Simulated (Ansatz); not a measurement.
# CH4N2Si: the cost of one run

All numbers are computed with the Python package of Ansatz 0.2.0. Level of theory: Hartree-Fock/6-31G*.

**1. The structure**

Bond lengths: N1–C2 1.162 Å, C2–Si3 1.878 Å, Si3–N4 1.706 Å, Si3–H5 1.481 Å, Si3–H6 1.481 Å, N4–H7 1.017 Å, N4–H8 1.016 Å. Angles: N1–C2–Si3 179.0°, C2–Si3–N4 114.2°, C2–Si3–H5 112.9°, C2–Si3–H6 111.5°, N4–Si3–H5 105.9°, N4–Si3–H6 103.9°, H5–Si3–H6 107.7°, Si3–N4–H7 109.2°, Si3–N4–H8 108.8°, H7–N4–H8 106.2°.

No structure file is read: the coordinates are typed or built in the script.

**2. The code**

File md.py:

```python
"""Molecular dynamics of one CH4N2Si molecule."""

import logging
import sys

import ansatz
from ase import Atoms
import numpy as np

logging.basicConfig(stream=sys.stdout, format="%(levelname)s %(message)s")
log = logging.getLogger("calc")
log.setLevel(logging.INFO)

atoms = Atoms(["N", "C", "Si", "N", "H", "H", "H", "H"], positions=[
    (2.8325, -0.8417, -0.0291),
    (1.7889, -0.3299, -0.0201),
    (0.0991, 0.4883, 0.0255),
    (-1.1877, -0.5383, -0.4236),
    (0.0058, 1.6689, -0.8635),
    (-0.2566, 0.9257, 1.3948),
    (-1.2178, -1.3327, 0.2108),
    (-2.0643, -0.0402, -0.2948),
])
mol = ansatz.Crystal.molecule_from_ase(atoms)

calc = mol.calculation().basis(gaussian="6-31G*").functional("hf")
symbols = [site.symbol for site in mol.cartesian_sites]
start = np.array([site.position_ang for site in mol.cartesian_sites], dtype=float)
summary = calc.relax(force_tolerance=0.02).run(threads=1, pin="off").report
end = np.array(summary["positions_ang"])
minimum = ansatz.Crystal.molecule()
for symbol, place in zip(symbols, end):
    minimum = minimum.atom(symbol, place.tolist())

# dynamics from the relaxed geometry
calc = (
    minimum.calculation()
    .basis(gaussian="6-31G*")
    .functional("hf")
    .md("nvt_nose_hoover", timestep=0.5, steps=30, temperature=200, initial_velocities="maxwell_boltzmann", seed=66, thermostat_time=10)
)
frames = []
outcome = calc.session().plan().execute(on_event=lambda e: frames.append(e["data"]) if e["event"] == "md_step" else None)
log.info("t (fs)   E_pot (eV)      E_kin (eV)   T (K)   d(0-1) (A)")
for f in frames[::1]:
    xyz = np.array(f["positions_ang"])
    log.info(f"{f['time_fs']:6.2f} {f['lagrangian_ev']:14.5f} {f['e_kin_ev']:10.5f} {f['temperature_k']:8.1f} {np.linalg.norm(xyz[0] - xyz[1]):9.4f}")
kept = np.array([f["conserved_ev"] for f in frames])
log.info(f"conserved energy moves by at most {1000 * np.ptp(kept):.3f} meV")
```

**3. Launch**

On the command line:

```sh
> python md.py
```

**Question.** How long does this script take on 1 thread of Arm Neoverse N1, shared host, and how much memory does it need?

About 94 s, with a peak of 0.2 GiB.
